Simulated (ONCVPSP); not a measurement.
# Ga: the cost of one run

Program: ONCVPSP 4.0.1.1 (patched build). Reference atom: PBE, scalar-relativistic, spherical and spin-unpolarised. All values are calculated.

## (1) The design

The settings as typed:

```
element                 : gallium (Ga, Z = 31)
type                    : optimised norm-conserving Vanderbilt (ONCV)
frozen core             : [Ar]
valence charge          : 13
reference configuration : 3d10 4s2 4p1
partial waves           : 4s: rc 1.75 bohr, ncon 4, nbas 7, qcut 3.3 1/bohr, 2 projectors, debl 3.1 Ha; 4p: rc 1.90 bohr, ncon 5, nbas 9, qcut 4.2 1/bohr, 2 projectors, debl 0.6 Ha; 3d: rc 1.10 bohr, ncon 5, nbas 10, qcut 13.3 1/bohr, 2 projectors, debl 0.6 Ha
local potential         : polynomial inside 0.80 bohr (lpopt 2, dvloc0 6 Ha)
core correction         : Teter function, fcfact 5.25, rcfact 1.3
```

An earlier all-electron run gives the scale for the radii.

All-electron outer shells of the reference configuration (PBE, scalar-relativistic, ld1.x):

```tsv
shell	level (eV)	outermost node (bohr)	outermost maximum (bohr)
3s	-148.13	0.27	0.56
3p	-98.86	0.24	0.56
3d	-19.15	–	0.53
4s	-8.95	0.81	1.90
4p	-2.58	0.87	2.53
```

## (2) Generation

Input file Ga.dat:

```
# ATOM AND REFERENCE CONFIGURATION
# atsym  z   nc   nv     iexc    psfile
  Ga 31.00    5    3        4      upf
#
#   n    l    f
    1    0    2.00
    2    0    2.00
    2    1    6.00
    3    0    2.00
    3    1    6.00
    3    2   10.00
    4    0    2.00
    4    1    1.00
#
# PSEUDOPOTENTIAL AND OPTIMIZATION
# lmax
    2
#
#   l,   rc,      ep,       ncon, nbas, qcut
    0    1.75    0.00    4    7    3.30
    1    1.90    0.00    5    9    4.20
    2    1.10    0.00    5   10   13.30
#
# LOCAL POTENTIAL
# lloc, lpopt,  rc(5),   dvloc0
    4    2    0.80    6.00
#
# VANDERBILT-KLEINMAN-BYLANDER PROJECTORs
# l, nproj, debl
    0    2    3.10
    1    2    0.60
    2    2    0.60
#
# MODEL CORE CHARGE
# icmod, fcfact, rcfact
    3    5.25    1.30
#
# LOG DERIVATIVE ANALYSIS
# epsh1, epsh2, depsh
   -2.00    5.00    0.02
#
# OUTPUT GRID
# rlmax, drl
    6.00    0.01
#
# TEST CONFIGURATIONS
# ncnf
    4
# nvcnf
#   n    l    f
    3
    3    2   10.00
    4    0    2.00
    4    1    0.00
#
    3
    3    2   10.00
    4    0    1.00
    4    1    0.00
#
    3
    3    2   10.00
    4    0    0.00
    4    1    0.00
#
    3
    3    2   10.00
    4    0    1.00
    4    1    2.00
#
```

Started as:

```bash
$ oncvpsp.x < Ga.dat > Ga.out
```

**Question.** How long does this run take on 1 thread of Neoverse-N1, shared host?

About 5.8 s.
